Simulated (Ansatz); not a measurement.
**BrH₃OSSi: a ladder of functionals and wavefunction methods**

The task here is to estimate one member of a computed series from the others.

The runs use Ansatz 0.2.0, Gaussian basis; functionals in def2-TZVPP, the program's frozen cores in correlated methods.

The runs, in order: LDA (SPW92), PBE-D4, revPBE-D4, BLYP-D4, r2SCAN-D4, B97M-V, PBE0-D4, B3LYP-D4, r2SCANh-D4, r2SCAN0-D4, HSE06-D4, BHLYP-D4, CAM-B3LYP-D4, LC-ωPBE, ωB97X-V, ωB97M-V, B2PLYP, PBE-QIDH; CCSD(T)/def2-SVP; CCSD(T)/def2-TZVPP; MP2/def2-QZVPP; extrapolation to the limit; RPA on PBE.

**The relaxed structure**

All runs share one geometry, relaxed beforehand with PBE0-D4 in a triple-zeta def2 set.

7 atoms, charge 0, spin multiplicity 1.

Atoms are counted from 1 here; the program's logs count them from 0.

Bond lengths: O1–Si2 1.628 Å, O1–H5 0.960 Å, Si2–S3 2.127 Å, Si2–Br4 2.224 Å, Si2–H6 1.472 Å, S3–H7 1.343 Å. Angles: Si2–O1–H5 118.0°, O1–Si2–S3 108.5°, O1–Si2–Br4 112.4°, O1–Si2–H6 105.9°, S3–Si2–Br4 108.8°, S3–Si2–H6 114.2°, Br4–Si2–H6 107.1°, Si2–S3–H7 94.0°.

Geometry (Å):

| atom | x (Å) | y (Å) | z (Å) |
| --- | --- | --- | --- |
| O1 | 0.0367 | 1.6478 | -0.3621 |
| Si2 | 0.1896 | 0.1855 | 0.3380 |
| S3 | 0.7024 | -1.2327 | -1.1621 |
| Br4 | -1.6837 | -0.4756 | 1.3373 |
| H5 | -0.5748 | 1.7331 | -1.0968 |
| H6 | 1.2072 | 0.3465 | 1.3894 |
| H7 | 0.1838 | -2.2726 | -0.4893 |

The first run:

The input, in.yaml:

```yaml
crystal:
  periodic: [false, false, false]
  atoms:
    - {symbol: O, position_ang: [0.036737, 1.647764, -0.362105]}
    - {symbol: Si, position_ang: [0.189629, 0.185490, 0.338029]}
    - {symbol: S, position_ang: [0.702435, -1.232652, -1.162080]}
    - {symbol: Br, position_ang: [-1.683718, -0.475636, 1.337252]}
    - {symbol: H, position_ang: [-0.574775, 1.733131, -1.096793]}
    - {symbol: H, position_ang: [1.207194, 0.346536, 1.389357]}
    - {symbol: H, position_ang: [0.183797, -2.272632, -0.489261]}
basis:
  gaussian: {orbitals: def2-TZVPP}
hamiltonian: {xc: lda}
output: {orbitals: {seedname: orbitals}}
```

On the command line:

```sh
$ ansatz run in.yaml --threads 4 --pin off --events-out ev --progress --plain --max-ram 10444MiB
```

Steps of the session up to this table: LDA; PBE-D4 (GGA); revPBE-D4 (GGA); BLYP-D4 (GGA); r2SCAN-D4 (meta-GGA); B97M-V (meta-GGA); B3LYP-D4 (hybrid); r2SCANh-D4 (hybrid); r2SCAN0-D4 (hybrid); HSE06-D4 (hybrid); BHLYP-D4 (hybrid); CAM-B3LYP-D4 (range-separated); LC-ωPBE (range-separated); ωB97X-V (range-separated); ωB97M-V (range-separated); B2PLYP (double hybrid); PBE-QIDH (double hybrid).

One table of the session follows, with a row left open; its other results are not shown here.

It belongs to the step «Frontier levels by functional». 

| functional | HOMO (eV) | gap (eV) |
| --- | --- | --- |
| LDA (SPW92) | -6.78 | 5.29 |
| PBE-D4 | -6.65 | 5.36 |
| revPBE-D4 | -6.60 | 5.40 |
| BLYP-D4 | -6.47 | 5.31 |
| r2SCAN-D4 | -6.96 | 5.96 |
| B97M-V | -7.04 | 5.99 |
| PBE0-D4 | -7.90 | 7.53 |
| B3LYP-D4 | -7.64 | 7.04 |
| r2SCANh-D4 | -7.42 | 6.74 |
| r2SCAN0-D4 | -8.10 | 7.90 |
| HSE06-D4 | -7.50 | 6.75 |
| BHLYP-D4 | ? | ? |
| CAM-B3LYP-D4 | -9.23 | 9.93 |
| LC-ωPBE | -10.65 | 12.54 |
| ωB97X-V | -10.28 | 12.04 |
| ωB97M-V | -10.10 | 11.63 |

Q: Estimate the row for BHLYP-D4 from the others.

Worked estimate for «HOMO (eV)». Against the share of exact exchange, BLYP-D4 (0, -6.47), B3LYP-D4 (0.2, -7.64) give a slope of -5.85 per unit share; at 0.5 the line stands at -9.39.

The run gave: HOMO (eV): -9.00; gap (eV): 9.59. In «HOMO (eV)» the line misses by -0.39.
